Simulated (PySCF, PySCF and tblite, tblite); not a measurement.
**3,3,3-trifluoropropionic acid (C3H3F3O2): a path driven as rotation about a bond, and NMR exchange**

Aim: the barrier and rate of rotation about a bond in 3,3,3-trifluoropropionic acid (C3H3F3O2) (`O=C(O)CC(F)(F)F`), and what it does to NMR lines.

Programs: PySCF 2.14.0 with density-fitted response routines of our own, and tblite 0.8.0. All values are computed, except where a source is named. Atoms count from 0 throughout.

## 1. The starting structure

11 atoms, charge 0, multiplicity 1; geometry from: force field or distance geometry start.

Bonds of the start (Å): C1–C3 1.48, C1–O2 1.37, C3–C4 1.49, C3–H10 1.11, C3–H9 1.10, C4–F5 1.35, C4–F6 1.35, C4–F7 1.35, O0–C1 1.21, O2–H8 0.98.

## 2. GFN2-xTB relaxation, start minimum

What the job is given:

```
{"job": {"xc": "GFN2-xTB", "basis": "xTB", "kind": "relax"}, "charge": 0, "multiplicity": 1}
O      0.918900     0.403600    -1.568100
C      1.000200     0.177500    -0.387000
O      2.227600     0.168600     0.219400
C     -0.075700    -0.126000     0.590200
C     -1.402200    -0.124900    -0.089200
F     -2.384500    -0.404400     0.799300
F     -1.481900    -1.055800    -1.067800
F     -1.688800     1.085900    -0.622900
H      2.851300     0.379400    -0.507800
H     -0.066800     0.620600     1.395100
H      0.107300    -1.121700     1.033500
```

Started as:

```bash
> OMP_NUM_THREADS=1 python ens_run.py task.json out
```

This one command runs the whole study; its stages follow in the order run.

What it wrote:

```text
step      E/eV     max force
  0    -824.37360    2.071
  1    -824.44242    1.187
  2    -824.45131    1.119
  3    -824.46489    0.426
  4    -824.47556    0.337
  5    -824.48381    0.312
  6    -824.48795    0.179
  7    -824.48999    0.081
  8    -824.49078    0.079
  9    -824.49110    0.057
 10    -824.49143    0.045
 11    -824.49199    0.066
 12    -824.49277    0.111
 13    -824.49353    0.105
 14    -824.49408    0.059
 15    -824.49451    0.065
 16    -824.49493    0.086
 17    -824.49530    0.073
 18    -824.49551    0.038
 19    -824.49563    0.025
 20    -824.49572    0.040
 21    -824.49579    0.034
 22    -824.49583    0.016
 23    -824.49585    0.011
 24    -824.49586    0.014
 25    -824.49587    0.015
 26    -824.49588    0.007
 27    -824.49588    0.004
 28    -824.49588    0.004
 29    -824.49589    0.005
 30    -824.49589    0.004
 31    -824.49589    0.002
```

It took 0.28 s on 1 thread of Intel Xeon Platinum 8488C, shared host.

Relaxing gained 0.122 eV and moved the atoms by 0.06 Å on average (rms).

## 3. Relaxed scan, rotation

What the job is given:

```
{"job": {"xc": "GFN2-xTB", "basis": "xTB", "coordinate": [["t", [0, 1, 2, 8], 0.5], ["t", [3, 1, 2, 8], 0.5]], "kind": "drive"}, "charge": 0, "multiplicity": 1}
O      0.912120     0.410265    -1.584750
C      1.050012     0.185415    -0.420900
O      2.228369     0.173392     0.202808
C     -0.064638    -0.126694     0.568537
C     -1.434818    -0.126513    -0.086947
F     -2.389266    -0.407207     0.819836
F     -1.548560    -1.044459    -1.048657
F     -1.755125     1.056087    -0.615489
H      2.948811     0.371545    -0.417239
H     -0.055339     0.619502     1.365841
H      0.113859    -1.108663     1.011754
```

What it wrote:

```text
point  coordinate     E/eV
  0    -75.600     -824.46335
  1    -61.000     -824.37239
  2    -46.300     -824.24165
  3    -31.200     -824.09744
  4    -15.900     -823.97525
  5     -0.200     -823.90707
  6     15.300     -823.90879
  7     30.700     -823.96354
  8     45.700     -824.04106
  9     60.600     -824.11303
 10     75.300     -824.16193
 11     90.000     -824.17825
```

Wall time 1.2 s (1 thread of Intel Xeon Platinum 8488C, shared host).

The highest point is number 5, 12.8 kcal/mol above the first.

## 4. Nudged elastic band, leg 1

The job, as its differences from that of step 3:

```diff
@@ -1,2 +1,2 @@
-{"job": {"xc": "GFN2-xTB", "basis": "xTB", "coordinate": [["t", [0, 1, 2, 8], 0.5], ["t", [3, 1, 2, 8], 0.5]], "kind": "drive"}, "charge": 0, "multiplicity": 1}
+{"job": {"xc": "GFN2-xTB", "basis": "xTB", "kind": "neb"}, "charge": 0, "multiplicity": 1}
 O      0.912120     0.410265    -1.584750
```

What it wrote:

```text
image   E - E0 / eV
  0       0.0000
  1       0.1143
  2       0.4107
  3       0.5954
  4       0.4929
  5       0.3384
  6       0.3155
```

It took 1.2 s on 1 thread of Intel Xeon Platinum 8488C, shared host.

The highest point is number 3, 13.7 kcal/mol above the first.

## 5. Saddle search, leg 1

What the job is given:

```
{"job": {"xc": "GFN2-xTB", "basis": "xTB", "kind": "saddle"}, "charge": 0, "multiplicity": 1}
O      0.806167     0.342068    -1.712216
C      1.045281     0.090809    -0.578365
O      2.306078    -0.125930    -0.111799
C     -0.007867    -0.113177     0.512561
C     -1.421086    -0.112220    -0.045761
F     -2.315586    -0.361700     0.929081
F     -1.608614    -1.045103    -0.978909
F     -1.761757     1.066203    -0.574215
H      2.713014     0.643938     0.295189
H      0.067353     0.684466     1.256451
H      0.177017    -1.069354     1.007983
```

What it wrote:

```text
step      E/eV     max force
  0    -823.90050   0.0407
  1    -823.90279   0.1475
  2    -823.90157   0.0485
  3    -823.90265   0.0468
  4    -823.90377   0.0866
  5    -823.90320   0.0116
  6    -823.90385   0.0185
  7    -823.90441   0.0351
  8    -823.90489   0.0331
  9    -823.90539   0.0591
 10    -823.90576   0.0458
 11    -823.90606   0.0538
 12    -823.90614   0.0203
 13    -823.90619   0.0250
 14    -823.90621   0.0036
lowest wavenumbers (cm-1): -580.1 23.3 68.6 127.8 306.8 318.9
```

Run time: 2.4 s. Hardware: 1 thread of Intel Xeon Platinum 8488C, shared host.

Point group C1; 1 imaginary mode, 580i cm⁻¹, carried by H8, O2. Steps downhill from it reached both ends.

## 6. DFT refinement, start: PBE0-D3(BJ)/def2-SVP

What the job is given:

```
{"job": {"xc": "PBE0", "basis": "def2-SVP", "kind": "refine"}, "charge": 0, "multiplicity": 1}
O      0.912120     0.410265    -1.584750
C      1.050012     0.185415    -0.420900
O      2.228369     0.173392     0.202808
C     -0.064638    -0.126694     0.568537
C     -1.434818    -0.126513    -0.086947
F     -2.389266    -0.407207     0.819836
F     -1.548560    -1.044459    -1.048657
F     -1.755125     1.056087    -0.615489
H      2.948811     0.371545    -0.417239
H     -0.055339     0.619502     1.365841
H      0.113859    -1.108663     1.011754
```

What it wrote:

```text
step      E/eV     max force
  0    -15378.32547   0.9397
  1    -15378.35415   0.2857
  2    -15378.35675   0.1476
  3    -15378.35609   0.2483
  4    -15378.35687   0.0982
  5    -15378.35743   0.0291
  6    -15378.35723   0.0888
  7    -15378.35738   0.0222
  8    -15378.35742   0.0133
```

Wall time 1.7 min (1 thread of Intel Xeon Platinum 8488C, shared host); peak memory 0.6 GiB.

Gain 0.032 eV; displacement 0.06 Å root mean square.

DFT refinement, saddle of leg 1: PBE0-D3(BJ)/def2-SVP:

What the job is given:

```
{"job": {"xc": "PBE0", "basis": "def2-SVP", "kind": "refine"}, "charge": 0, "multiplicity": 1}
O      0.858630     0.020680    -1.741439
C      1.068653     0.002752    -0.574142
O      2.317423     0.102018    -0.041683
C      0.004019    -0.235273     0.498952
C     -1.407838    -0.063743    -0.036351
F     -2.309168    -0.198195     0.954067
F     -1.730632    -0.958821    -0.967252
F     -1.603521     1.153297    -0.557479
H      2.542489     0.986859     0.260539
H      0.143462     0.449445     1.338219
H      0.116483    -1.259020     0.866570
```

What it wrote:

```text
step      E/eV     max force
  0    -15377.72560   1.0401
  1    -15377.75270   0.3114
  2    -15377.75522   0.2651
  3    -15377.75348   0.3509
  4    -15377.75404   0.3467
  5    -15377.75645   0.0799
  6    -15377.75313   0.3916
  7    -15377.75684   0.0531
  8    -15377.75688   0.0172
  9    -15377.75685   0.0349
 10    -15377.75686   0.0212
 11    -15377.75689   0.0097
```

Run time: 2.5 min. Hardware: 1 thread of Intel Xeon Platinum 8488C, shared host; peak memory 0.6 GiB.

Relaxing gained 0.031 eV and moved the atoms by 0.11 Å on average (rms).

**DFT refinement, end: PBE0-D3(BJ)/def2-SVP**

What the job is given:

```
{"job": {"xc": "PBE0", "basis": "def2-SVP", "kind": "refine"}, "charge": 0, "multiplicity": 1}
O      0.760670     0.276435    -1.838762
C      1.057736     0.165763    -0.693965
O      2.328847     0.219121    -0.280470
C      0.048917    -0.049044     0.446256
C     -1.384304    -0.104380    -0.062970
F     -2.234332    -0.293551     0.966190
F     -1.592494    -1.110468    -0.911239
F     -1.764013     1.024258    -0.660542
H      2.445101     0.116398     0.673324
H      0.114533     0.773726     1.163622
H      0.256468    -0.993986     0.956008
```

What it wrote:

```text
step      E/eV     max force
  0    -15378.03093   1.0601
  1    -15378.06055   0.3320
  2    -15378.06336   0.0421
  3    -15378.06341   0.0129
```

Wall time 57 s (1 thread of Intel Xeon Platinum 8488C, shared host); peak memory 0.59 GiB.

Gain 0.032 eV; displacement 0.03 Å root mean square.

## 7. Shieldings, start: B3LYP/pcSseg-1

What the job is given:

```
{"job": {"kind": "nmr", "xc": "B3LYP", "basis": "pcSseg-1", "pop": false}, "charge": 0, "multiplicity": 1}
O      0.953339     0.327776    -1.601053
C      1.055431     0.167532    -0.418013
O      2.216747     0.238750     0.241754
C     -0.068954    -0.145353     0.537073
C     -1.442081    -0.116443    -0.087863
F     -2.363905    -0.365169     0.851159
F     -1.579153    -1.037498    -1.037008
F     -1.720454     1.072826    -0.616584
H      2.900386     0.433322    -0.418504
H     -0.045416     0.569172     1.372314
H      0.099483    -1.142245     0.971518
```

What it wrote:

```text
coarse grid: 10552 points
cycle   1  E = -565.7076101787  dE =  1.529e+00  |g| = 1.318e+00  |ddm| = 2.963e+00
cycle   2  E = -565.0706517159  dE =  6.370e-01  |g| = 2.335e+00  |ddm| = 2.324e+00
cycle   3  E = -565.9739479931  dE = -9.033e-01  |g| = 3.964e-01  |ddm| = 1.747e+00
cycle   4  E = -566.0011021583  dE = -2.715e-02  |g| = 1.158e-01  |ddm| = 3.085e-01
cycle   5  E = -566.0031196859  dE = -2.018e-03  |g| = 3.322e-02  |ddm| = 7.760e-02
cycle   6  E = -566.0033585019  dE = -2.388e-04  |g| = 5.850e-03  |ddm| = 2.553e-02
cycle   7  E = -566.0033647736  dE = -6.272e-06  |g| = 1.818e-03  |ddm| = 3.973e-03
final grid: 106968 points
cycle   8  E = -566.0918190198  dE = -3.280e-05  |g| = 6.863e-03  |ddm| = 1.658e-02
cycle   9  E = -566.0917996222  dE =  1.940e-05  |g| = 1.251e-02  |ddm| = 1.148e-02
cycle  10  E = -566.0918266777  dE = -2.706e-05  |g| = 1.717e-03  |ddm| = 8.182e-03
cycle  11  E = -566.0918271982  dE = -5.204e-07  |g| = 2.788e-04  |ddm| = 1.148e-03
cycle  12  E = -566.0918272083  dE = -1.013e-08  |g| = 1.177e-04  |ddm| = 1.884e-04
cycle  13  E = -566.0918272110  dE = -2.670e-09  |g| = 1.750e-05  |ddm| = 7.678e-05
cycle  14  E = -566.0918272110  dE = -4.820e-11  |g| = 7.705e-06  |ddm| = 1.375e-05
converged SCF energy = -566.0918272110

GIAO shielding tensors (ppm)
atom      isotropic    diamagn.    paramagn.     s11        s22        s33       span
  0 O     -118.330     403.173    -521.503   -378.590   -243.368    266.968    645.558
  1 C        9.884     249.250    -239.366    -96.004     52.945     72.712    168.716
  2 O      116.839     391.012    -274.173    -39.106    134.099    255.524    294.630
  3 C      140.269     252.656    -112.387    120.613    130.008    170.186     49.573
  4 C       48.994     240.557    -191.563     45.896     50.310     50.777      4.881
  5 F      247.248     471.917    -224.669    162.793    238.367    340.584    177.791
  6 F      255.133     474.148    -219.015    173.293    258.722    333.385    160.092
  7 F      256.503     474.430    -217.927    175.318    259.222    334.971    159.653
  8 H       25.627      29.642      -4.015     20.105     22.966     33.809     13.704
  9 H       28.587      29.822      -1.235     24.620     28.995     32.146      7.526
 10 H       28.580      29.506      -0.926     24.891     28.765     32.084      7.193
```

Run time: 21 s. Hardware: 1 thread of Intel Xeon Platinum 8488C, shared host; peak memory 0.73 GiB.

This run: HOMO -8.44 eV, LUMO -0.55 eV; dipole 3.25 D.

## 8. Shieldings, saddle of leg 1: B3LYP/pcSseg-1

What the job is given:

```
{"job": {"kind": "nmr", "xc": "B3LYP", "basis": "pcSseg-1", "pop": false}, "charge": 0, "multiplicity": 1}
O      0.856278     0.179343    -1.741752
C      1.059968     0.043170    -0.576859
O      2.315744    -0.026292    -0.050367
C     -0.009620    -0.171788     0.470059
C     -1.426948    -0.083495    -0.041410
F     -2.284452    -0.271571     0.970542
F     -1.682235    -1.008645    -0.960649
F     -1.686086     1.112785    -0.567006
H      2.596646     0.830722     0.291789
H      0.115045     0.559252     1.283581
H      0.145661    -1.163480     0.922072
```

What it wrote:

```text
coarse grid: 10552 points
cycle   1  E = -565.6670606968  dE =  1.535e+00  |g| = 1.350e+00  |ddm| = 2.952e+00
cycle   2  E = -564.9366837701  dE =  7.304e-01  |g| = 2.453e+00  |ddm| = 2.457e+00
cycle   3  E = -565.9548750163  dE = -1.018e+00  |g| = 3.753e-01  |ddm| = 1.852e+00
cycle   4  E = -565.9788032381  dE = -2.393e-02  |g| = 1.269e-01  |ddm| = 3.023e-01
cycle   5  E = -565.9812536620  dE = -2.450e-03  |g| = 3.386e-02  |ddm| = 8.679e-02
cycle   6  E = -565.9814990966  dE = -2.454e-04  |g| = 6.274e-03  |ddm| = 2.667e-02
cycle   7  E = -565.9815063614  dE = -7.265e-06  |g| = 1.661e-03  |ddm| = 4.053e-03
final grid: 106968 points
cycle   8  E = -566.0702704696  dE = -3.353e-05  |g| = 7.452e-03  |ddm| = 1.752e-02
cycle   9  E = -566.0702453249  dE =  2.514e-05  |g| = 1.403e-02  |ddm| = 1.240e-02
cycle  10  E = -566.0702795248  dE = -3.420e-05  |g| = 1.770e-03  |ddm| = 8.775e-03
cycle  11  E = -566.0702800739  dE = -5.491e-07  |g| = 2.514e-04  |ddm| = 1.179e-03
cycle  12  E = -566.0702800817  dE = -7.790e-09  |g| = 1.162e-04  |ddm| = 2.066e-04
cycle  13  E = -566.0702800842  dE = -2.490e-09  |g| = 1.736e-05  |ddm| = 8.197e-05
cycle  14  E = -566.0702800842  dE = -4.854e-11  |g| = 7.562e-06  |ddm| = 1.463e-05
converged SCF energy = -566.0702800842

GIAO shielding tensors (ppm)
atom      isotropic    diamagn.    paramagn.     s11        s22        s33       span
  0 O     -223.034     402.366    -625.400   -589.903   -358.613    279.413    869.315
  1 C        6.281     248.291    -242.011   -108.302     62.745     64.400    172.702
  2 O      165.654     392.341    -226.687     63.748    185.200    248.013    184.265
  3 C      135.137     253.826    -118.689    113.402    122.341    169.666     56.264
  4 C       49.510     240.951    -191.441     45.721     51.364     51.444      5.723
  5 F      248.531     472.338    -223.806    164.453    240.069    341.071    176.618
  6 F      256.059     473.881    -217.823    174.712    260.354    333.111    158.398
  7 F      257.265     474.763    -217.497    176.104    259.266    336.426    160.323
  8 H       28.497      30.726      -2.229     22.948     24.632     37.912     14.964
  9 H       28.803      30.948      -2.145     25.201     29.164     32.043      6.841
 10 H       28.367      29.716      -1.349     24.964     28.627     31.511      6.546
```

It took 23 s on 1 thread of Intel Xeon Platinum 8488C, shared host; peak memory 0.73 GiB.

In short: HOMO -8.46 eV, LUMO -1.14 eV; dipole 3.96 D.

## 9. Shieldings, end: B3LYP/pcSseg-1

What the job is given:

```
{"job": {"kind": "nmr", "xc": "B3LYP", "basis": "pcSseg-1", "pop": false}, "charge": 0, "multiplicity": 1}
O      0.791480     0.268679    -1.853130
C      1.060029     0.162349    -0.696764
O      2.331126     0.220344    -0.268304
C      0.043036    -0.047008     0.412481
C     -1.392119    -0.104106    -0.060292
F     -2.195924    -0.298080     0.995251
F     -1.595804    -1.105819    -0.908032
F     -1.766171     1.028438    -0.645238
H      2.383344     0.119095     0.689660
H      0.119876     0.768495     1.149030
H      0.258258    -0.988112     0.942789
```

What it wrote:

```text
coarse grid: 10552 points
cycle   1  E = -565.6793544828  dE =  1.549e+00  |g| = 1.342e+00  |ddm| = 2.958e+00
cycle   2  E = -564.8955161365  dE =  7.838e-01  |g| = 2.495e+00  |ddm| = 2.694e+00
cycle   3  E = -565.9589225481  dE = -1.063e+00  |g| = 4.154e-01  |ddm| = 2.119e+00
cycle   4  E = -565.9884136684  dE = -2.949e-02  |g| = 1.312e-01  |ddm| = 3.297e-01
cycle   5  E = -565.9909535392  dE = -2.540e-03  |g| = 3.945e-02  |ddm| = 8.952e-02
cycle   6  E = -565.9912860020  dE = -3.325e-04  |g| = 7.447e-03  |ddm| = 2.997e-02
cycle   7  E = -565.9912949940  dE = -8.992e-06  |g| = 2.862e-03  |ddm| = 4.938e-03
final grid: 106968 points
cycle   8  E = -566.0805544283  dE = -3.440e-05  |g| = 7.667e-03  |ddm| = 2.008e-02
cycle   9  E = -566.0805254324  dE =  2.900e-05  |g| = 1.488e-02  |ddm| = 1.346e-02
cycle  10  E = -566.0805639884  dE = -3.856e-05  |g| = 1.554e-03  |ddm| = 9.666e-03
cycle  11  E = -566.0805644076  dE = -4.193e-07  |g| = 3.245e-04  |ddm| = 1.114e-03
cycle  12  E = -566.0805644243  dE = -1.663e-08  |g| = 7.986e-05  |ddm| = 2.286e-04
cycle  13  E = -566.0805644254  dE = -1.110e-09  |g| = 2.440e-05  |ddm| = 6.413e-05
cycle  14  E = -566.0805644255  dE = -1.082e-10  |g| = 5.659e-06  |ddm| = 1.671e-05
converged SCF energy = -566.0805644255

GIAO shielding tensors (ppm)
atom      isotropic    diamagn.    paramagn.     s11        s22        s33       span
  0 O     -136.688     401.695    -538.383   -467.190   -242.072    299.198    766.388
  1 C       15.676     248.893    -233.217    -91.087     67.554     70.562    161.650
  2 O      115.710     391.024    -275.313    -59.303    171.936    234.497    293.800
  3 C      138.714     257.155    -118.441    113.438    131.430    171.276     57.838
  4 C       49.674     239.826    -190.152     45.355     51.798     51.870      6.515
  5 F      247.074     472.818    -225.744    162.927    236.469    341.826    178.899
  6 F      255.863     473.975    -218.112    176.163    258.436    332.990    156.827
  7 F      255.667     474.007    -218.339    175.849    257.685    333.468    157.619
  8 H       26.128      32.287      -6.159     21.864     25.461     31.059      9.194
  9 H       28.889      31.657      -2.768     25.291     29.320     32.056      6.765
 10 H       28.881      31.621      -2.740     25.291     29.305     32.047      6.756
```

Wall time 24 s (1 thread of Intel Xeon Platinum 8488C, shared host); peak memory 0.73 GiB.

This run: HOMO -8.36 eV, LUMO -0.57 eV; dipole 4.86 D.

## 10. Kinetics and line shapes

What the job is given:

```
{"job": {"smiles": "O=C(O)CC(F)(F)F", "charge": 0, "mult": 1, "motion": "rotation", "what": "ester", "atoms": [1, 2], "drives": [{"terms": [["t", [0, 1, 2, 8], 0.5], ["t", [3, 1, 2, 8], 0.5]], "by": 180, "n": 12}], "study": "path", "level": {"kind": "nmr", "xc": "B3LYP", "basis": "pcSseg-1"}, "fields": [90, 250, 500], "first": 3, "seed": 266, "refine": {"xc": "PBE0", "basis": "def2-SVP"}, "kind": "path"}, "charge": 0, "multiplicity": 1}
O      0.912120     0.410265    -1.584750
C      1.050012     0.185415    -0.420900
O      2.228369     0.173392     0.202808
C     -0.064638    -0.126694     0.568537
C     -1.434818    -0.126513    -0.086947
F     -2.389266    -0.407207     0.819836
F     -1.548560    -1.044459    -1.048657
F     -1.755125     1.056087    -0.615489
H      2.948811     0.371545    -0.417239
H     -0.055339     0.619502     1.365841
H      0.113859    -1.108663     1.011754
```

What it wrote:

```text
stationary points (kcal/mol above the start)
  n  kind          group   xTB      DFT    lowest mode
  0  minimum      Cs       0.00     0.00      11.2
  1  saddle       C1      13.60    13.47    -580.1
  2  minimum      Cs       7.28     6.95      39.8

GFN2-xTB energies: T/K, barrier G, reaction G (kcal/mol), k forward, k back (1/s)
 150.00    12.55     7.23   3.24e-06    1.1e+05
 200.00    12.59     7.28      0.146   1.32e+07
 250.00    12.63     7.33       94.1   2.42e+08
 298.15    12.68     7.38   6.28e+03   1.61e+09
 350.00    12.74     7.42   1.61e+05   6.99e+09
 400.00    12.80     7.47   1.68e+06   2.02e+10
 500.00    12.95     7.54   4.56e+07   9.02e+10

PBE0-D3(BJ)/def2-SVP energies: T/K, barrier G, reaction G (kcal/mol), k forward, k back (1/s)
 150.00    12.80     6.73    1.4e-06   8.98e+03
 200.00    12.84     6.79     0.0777   2.03e+06
 250.00    12.88     6.84       56.8    5.4e+07
 298.15    12.93     6.88   4.11e+03   4.57e+08
 350.00    12.99     6.93   1.13e+05   2.39e+09
 400.00    13.05     6.97   1.23e+06    7.9e+09
 500.00    13.20     7.05   3.54e+07   4.26e+10

B3LYP/pcSseg-1 + D3(BJ) energies: T/K, barrier G, reaction G (kcal/mol), k forward, k back (1/s)
 150.00    12.43     6.90   4.92e-06    5.5e+04
 200.00    12.47     6.95      0.199    7.9e+06
 250.00    12.51     7.00        121    1.6e+08
 298.15    12.56     7.05   7.74e+03   1.14e+09
 350.00    12.62     7.10   1.93e+05    5.2e+09
 400.00    12.68     7.14   1.97e+06   1.56e+10
 500.00    12.83     7.21   5.17e+07   7.33e+10
```

Wall time 6.4 min (1 thread of Intel Xeon Platinum 8488C, shared host); peak memory 0.73 GiB. This counts the whole study up to here.

Barriers by level (kcal/mol; entropies in cal/(mol K)). Zero-point and thermal terms come from xTB in every row. ΔG‡ leaves symmetry out; the rate counts equivalent paths (a factor of 2); effective ΔG‡, where given, is the barrier that would give that rate by Eyring's equation alone:

```csv
level,ΔE‡,with zero-point,ΔH‡,ΔS‡,ΔG‡ (298 K),ΔE of reaction,k at 298 K (1/s),effective ΔG‡
GFN2-xTB,13.60,12.46,12.37,-1.1,12.68,7.28,6.3e+03,12.27
PBE0-D3(BJ)/def2-SVP,13.85,12.71,12.62,-1.1,12.93,6.78,4.1e+03,12.52
B3LYP/pcSseg-1 + D3(BJ),13.47,12.34,12.24,-1.1,12.56,6.95,7.7e+03,12.15
```

Sites that the driver pairs across this motion, and where their lines would merge (no couplings; faster rotations, inversion at nitrogen or exchange between molecules can average them sooner):

```csv
nucleus,sites: shielding (ppm),proton frequency (MHz),spread (Hz),coalescence (K),lines at 298 K
¹⁷O,O0: -118.3; O0 (end): -136.7,500,1245,not given,–
¹³C,C1: 9.9; C1 (end): 15.7,500,728,not given,–
¹H,H8: 25.63; H8 (end): 26.13,500,251,not given,–
¹³C,C3: 140.3; C3 (end): 138.7,500,196,not given,–
¹H,"H9, H10: 28.58; H9, H10 (end): 28.89",500,151,not given,–
¹³C,C4: 49.0; C4 (end): 49.7,500,86,not given,–
¹⁷O,O2: 116.8; O2 (end): 115.7,500,76,not given,–
```

A dash: the driver gave no coalescence for this row (it judged the minor form too scarce).

Rows that set an atom against itself at the end compare its shielding in the two forms.

Lines of quadrupolar nuclei are broad, so their coalescence could hardly be seen.

## 11. Summary of results

| quantity | value |
| --- | --- |
| barrier (B3LYP/pcSseg-1 + D3(BJ)) | ΔE‡ 13.5, ΔG‡(298 K) 12.6 kcal/mol |
| barrier (GFN2-xTB) | ΔE‡ 13.6 kcal/mol |
| rate at 298 K | 7.7e+03 s⁻¹ |
| end of the path | 7.0 kcal/mol from the start |

What this shows: DFT puts the top 13.5 kcal/mol above the start (xTB: 13.6); the rate from the DFT barrier is 7.7e+03 s⁻¹ at 298 K. An error of 1.4 kcal/mol changes that rate tenfold.
